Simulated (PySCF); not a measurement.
# C5H11B: runs on many settings, part 2 of 2

PySCF 2.14.0. Atoms count from 0.

## Step 5: NMR shieldings: OPBE/6-311+G(2d,p)

What the job is given:

```
{"job": {"kind": "nmr", "xc": "OPBE", "basis": "6-311+G(2d,p)", "pop": true, "scf": {"aux": "def2-universal-jkfit", "conv": 1e-06}}, "charge": 0, "multiplicity": 1}
C     -1.194588     1.182099    -0.546682
B     -0.711570    -0.164724     0.124787
C     -1.758696    -1.165444     0.753785
C      0.799051    -0.519473     0.213054
C      1.769107    -0.160290    -0.900355
C      1.864042     0.548225     0.396555
H     -2.270300     1.330563    -0.497958
H     -0.725419     2.051214    -0.087636
H     -0.913158     1.214170    -1.598929
H     -2.764163    -1.059533     0.353608
H     -1.463091    -2.208161     0.657024
H     -1.827033    -0.968582     1.824619
H      1.047753    -1.456241     0.704745
H      2.528521    -0.885107    -1.153780
H      1.380243     0.375064    -1.752537
H      2.690620     0.321574     1.053604
H      1.541685     1.576676     0.446185
```

Method: GIAO OPBE/6-311+G(2d,p) NMR shielding, non-relativistic, gas phase.

Log:

```text
final grid: 126344 points
cycle   1  E = -221.8381297617  dE =  3.305e-01  |g| = 6.452e-01  |ddm| = 3.605e+00
cycle   2  E = -221.6934401789  dE =  1.447e-01  |g| = 9.622e-01  |ddm| = 2.378e+00
cycle   3  E = -221.9576462133  dE = -2.642e-01  |g| = 6.928e-02  |ddm| = 1.664e+00
cycle   4  E = -221.9584479349  dE = -8.017e-04  |g| = 4.101e-02  |ddm| = 1.248e-01
cycle   5  E = -221.9588665837  dE = -4.186e-04  |g| = 9.316e-03  |ddm| = 7.200e-02
cycle   6  E = -221.9588859964  dE = -1.941e-05  |g| = 2.782e-03  |ddm| = 1.788e-02
cycle   7  E = -221.9588878358  dE = -1.839e-06  |g| = 8.510e-04  |ddm| = 4.409e-03
cycle   8  E = -221.9588879871  dE = -1.513e-07  |g| = 3.849e-04  |ddm| = 1.483e-03
converged SCF energy = -221.9588879871

GIAO shielding tensors (ppm)
atom      isotropic    diamagn.    paramagn.     s11        s22        s33       span
  0 C      184.154     247.822     -63.668    169.440    189.257    193.765     24.325
  1 B       24.669     188.085    -163.416    -31.644    -16.260    121.912    153.556
  2 C      174.454     247.497     -73.043    159.280    172.268    191.815     32.535
  3 C      174.450     241.577     -67.127    129.327    175.291    218.732     89.405
  4 C      176.183     245.080     -68.896    151.177    177.001    200.372     49.195
  5 C      176.119     244.517     -68.398    150.909    176.668    200.781     49.872
  6 H       31.174      31.350      -0.176     27.337     29.915     36.270      8.933
  7 H       31.549      31.131       0.418     26.227     32.339     36.082      9.855
  8 H       31.562      31.007       0.555     26.331     32.091     36.265      9.934
  9 H       30.817      30.601       0.217     27.035     29.885     35.532      8.497
 10 H       30.673      30.409       0.263     26.922     30.274     34.821      7.899
 11 H       31.034      30.122       0.912     27.865     29.297     35.939      8.074
 12 H       30.981      31.767      -0.786     24.537     29.342     39.063     14.526
 13 H       30.844      30.866      -0.021     25.224     26.984     40.324     15.100
 14 H       31.134      31.567      -0.432     25.220     29.358     38.825     13.605
 15 H       30.897      31.005      -0.108     25.258     27.048     40.385     15.127
 16 H       31.120      31.456      -0.337     25.215     29.343     38.801     13.587
```

Wall time 48 s (1 thread of Intel Xeon Platinum 8259CL at 2.50GHz, shared host); peak memory 0.67 GiB.

Key values: σ C3 174.4, C4 176.2, C0 179.3, B1 24.7, H13 30.87, H12 30.98 ppm (means over like atoms).

## Step 6: NMR shieldings: PBE0/pcSseg-1

The job, as its differences from that of step 5:

```diff
@@ -1,2 +1,2 @@
-{"job": {"kind": "nmr", "xc": "OPBE", "basis": "6-311+G(2d,p)", "pop": true, "scf": {"aux": "def2-universal-jkfit", "conv": 1e-06}}, "charge": 0, "multiplicity": 1}
+{"job": {"kind": "nmr", "xc": "PBE0", "basis": "pcSseg-1", "pop": true}, "charge": 0, "multiplicity": 1}
 C     -1.194588     1.182099    -0.546682
```

Level: GIAO PBE0/pcSseg-1 NMR shielding, non-relativistic, gas phase.

Log:

```text
coarse grid: 13336 points
cycle   1  E = -221.5792203066  dE =  5.511e-01  |g| = 4.958e-01  |ddm| = 3.429e+00
cycle   2  E = -221.5694562201  dE =  9.764e-03  |g| = 5.400e-01  |ddm| = 9.395e-01
cycle   3  E = -221.6469257336  dE = -7.747e-02  |g| = 2.875e-02  |ddm| = 5.153e-01
cycle   4  E = -221.6470471154  dE = -1.214e-04  |g| = 1.658e-02  |ddm| = 3.766e-02
cycle   5  E = -221.6471103667  dE = -6.325e-05  |g| = 4.004e-03  |ddm| = 1.646e-02
cycle   6  E = -221.6471142804  dE = -3.914e-06  |g| = 3.712e-04  |ddm| = 3.590e-03
final grid: 126344 points
cycle   7  E = -221.6801236094  dE = -4.029e-05  |g| = 9.206e-03  |ddm| = 3.066e-02
cycle   8  E = -221.6801177093  dE =  5.900e-06  |g| = 1.051e-02  |ddm| = 1.628e-02
cycle   9  E = -221.6801456320  dE = -2.792e-05  |g| = 4.536e-04  |ddm| = 8.562e-03
cycle  10  E = -221.6801456733  dE = -4.125e-08  |g| = 1.997e-04  |ddm| = 5.827e-04
cycle  11  E = -221.6801456834  dE = -1.009e-08  |g| = 2.498e-05  |ddm| = 1.835e-04
cycle  12  E = -221.6801456835  dE = -1.479e-10  |g| = 5.477e-06  |ddm| = 2.692e-05
converged SCF energy = -221.6801456835

GIAO shielding tensors (ppm)
atom      isotropic    diamagn.    paramagn.     s11        s22        s33       span
  0 C      179.661     253.633     -73.972    163.590    184.771    190.622     27.032
  1 B       13.789     186.790    -173.001    -47.204    -30.943    119.515    166.719
  2 C      169.443     252.557     -83.114    152.922    167.113    188.294     35.372
  3 C      171.836     252.413     -80.577    122.592    171.450    221.467     98.875
  4 C      174.144     252.834     -78.690    147.108    172.921    202.404     55.297
  5 C      174.044     252.911     -78.867    146.744    172.573    202.816     56.072
  6 H       30.908      31.128      -0.220     26.806     29.415     36.503      9.696
  7 H       31.391      31.864      -0.473     25.943     32.010     36.220     10.276
  8 H       31.385      31.619      -0.233     26.011     31.747     36.398     10.388
  9 H       30.612      30.635      -0.023     26.622     29.449     35.766      9.144
 10 H       30.451      31.188      -0.737     26.511     29.914     34.930      8.419
 11 H       30.805      30.195       0.610     27.407     28.885     36.123      8.716
 12 H       31.018      33.520      -2.502     24.200     29.242     39.613     15.412
 13 H       30.756      30.699       0.057     24.900     26.602     40.765     15.865
 14 H       31.115      32.492      -1.377     24.946     29.134     39.267     14.321
 15 H       30.809      30.753       0.056     24.940     26.668     40.820     15.881
 16 H       31.102      32.551      -1.449     24.941     29.126     39.238     14.297
```

Wall time 22 s (1 thread of Intel Xeon Platinum 8259CL at 2.50GHz, shared host); peak memory 0.75 GiB.

Key values: δ C3 15.1, C4 12.8, C0 12.4, B1 86.3, H13 0.93, H6 0.79 ppm (means over like atoms).

## Step 7: Summary of results

This closing draws on all 2 parts.

| quantity | value |
| --- | --- |
| ¹³C shifts against TMS (PBE0/pcSseg-1, means over atoms taken as alike) | 15.1, 12.8, 12.4 ppm |
| ¹H shifts against TMS (PBE0/pcSseg-1, means over atoms taken as alike) | 0.93, 0.79, 0.70, 0.61 ppm |
| ¹¹B shifts against BF3·OEt2 (PBE0/pcSseg-1) | 86.3 ppm |
| lowest singlet (PBE0/def2-SVPD) | 6.16 eV (201 nm), f = 0.001 |
| brightest single state of those computed | state 3, 7.11 eV, f = 0.233 |
| lowest triplet | 5.62 eV |
| largest coupling of the table (PW91/6-31G*) | ¹J(C,H) C4–H13, 168.4 Hz |

Single values in the summary come from the first run of each kind that ended normally (PBE0/pcSseg-1; PBE0/def2-SVPD; PW91/6-31G*), which need not be the best level. At PBE0/pcSseg-1: The largest span, 167 ppm, is at B1, where the paramagnetic term is -173 ppm. The first singlet state (HOMO→LUMO 0.94) lies at 6.16 eV and is dark; of the 6 states computed, the strongest absorption comes from state 3 at 7.11 eV. The lowest triplet lies 0.54 eV below the lowest singlet (triplets in Tamm-Dancoff, singlets in full TDDFT). In the run at PW91/6-31G*, the largest coupling of the table is C4–H13 (mean over like pairs), 168.4 Hz, of which the Fermi-contact term gives 167.0 Hz. Couplings across rotatable bonds belong to this one conformer; where others are populated, the observed values are averages. Couplings from bases without tight functions are rough.
